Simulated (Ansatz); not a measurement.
**F4H4SiZr: a nudged elastic band in two tries**

The task is a band of images between two relaxed ends.

Method: RKS r2SCAN-D4/def2-SVP, in Ansatz 0.2.0.

### 1 The starting structure

Bond lengths: Zr1–F2 1.905 Å, Zr1–F3 1.899 Å, Zr1–F4 1.914 Å, Zr1–F5 1.907 Å, Si6–H7 1.486 Å, Si6–H8 1.488 Å, Si6–H9 1.486 Å, Zr1–H10 2.453 Å, Si6–H10 1.505 Å. Angles (14 of 17 angles, heavy atoms first): F2–Zr1–F3 105.2°, F2–Zr1–F4 113.7°, F2–Zr1–F5 113.4°, F3–Zr1–F4 104.9°, F3–Zr1–F5 105.3°, F4–Zr1–F5 113.2°, F2–Zr1–H10 72.7°, F3–Zr1–H10 177.5°, F4–Zr1–H10 75.0°, F5–Zr1–H10 76.9°, Zr1–H10–Si6 127.2°, H7–Si6–H8 110.7°, H7–Si6–H9 111.7°, H7–Si6–H10 108.8°.

Structure file:

```xyz
10

Zr    0.2648   -0.0679    0.0922
F     0.9285    0.2813    1.8436
F     1.7826    0.0345   -1.0449
F    -0.9316    1.2774   -0.5589
F    -0.4080   -1.8388   -0.1224
Si   -3.1010    0.0719    1.2742
H    -3.3333   -0.4287   -0.1058
H    -3.8770   -0.7264    2.2618
H    -3.4042    1.5217    1.3899
H    -1.6508   -0.1248    1.6238
```

### 2 The run

The input, input.yaml:

```yaml
crystal:
  periodic: [false, false, false]
  atoms:
    - { symbol: Zr, position_ang: [0.264789, -0.06791, 0.092226] }
    - { symbol: F, position_ang: [0.928497, 0.281256, 1.843637] }
    - { symbol: F, position_ang: [1.782579, 0.034468, -1.044915] }
    - { symbol: F, position_ang: [-0.931619, 1.277382, -0.558853] }
    - { symbol: F, position_ang: [-0.408034, -1.838836, -0.122437] }
    - { symbol: Si, position_ang: [-3.101004, 0.071878, 1.274203] }
    - { symbol: H, position_ang: [-3.333309, -0.428695, -0.105837] }
    - { symbol: H, position_ang: [-3.87699, -0.726421, 2.261791] }
    - { symbol: H, position_ang: [-3.404224, 1.521683, 1.389941] }
    - { symbol: H, position_ang: [-1.650781, -0.124807, 1.623845] }
basis:
  gaussian: { orbitals: def2-SVP }
hamiltonian:
  xc: r2scan
  dispersion: d4
neb:
  order_check: false
  images: 8
  f_tol: 0.05
  max_iterations: 8
  climbing: false
  final_atoms:
    - { symbol: Zr, position_ang: [-0.26186601, -0.05388964, -0.25399869] }
    - { symbol: F, position_ang: [-0.25861553, -0.77206834, 1.97201897] }
    - { symbol: F, position_ang: [1.08837817, 1.13119312, 0.36778944] }
    - { symbol: F, position_ang: [-0.71398123, 0.63491143, -1.96310077] }
    - { symbol: F, position_ang: [0.14414608, -1.87919877, -0.59764996] }
    - { symbol: Si, position_ang: [-2.7795883, 0.36548683, 0.91234414] }
    - { symbol: H, position_ang: [-3.95925892, -0.42502712, 0.43576384] }
    - { symbol: H, position_ang: [-2.58377919, -0.18360977, 2.34440678] }
    - { symbol: H, position_ang: [-3.23413291, 1.76765323, 1.18051539] }
    - { symbol: H, position_ang: [4.82860183, 5.41454702, 8.25551185] }
  initial_path: idpp
```

Run with:

```bash
$ ansatz run input.yaml --threads 4 --pin off --max-ram 5120MiB --backend cpu --events-out ev --progress --plain --runs-dir out
```

**Question.** What will these runs give? Wanted: first try.

As calculated:

| quantity | value |
| --- | --- |
| first try | timeout |
| cause | one atom of the second end is shifted by 6 along every axis, far from where it belongs |

In words: The program did not catch the first fault at the input check, so it cost a run.
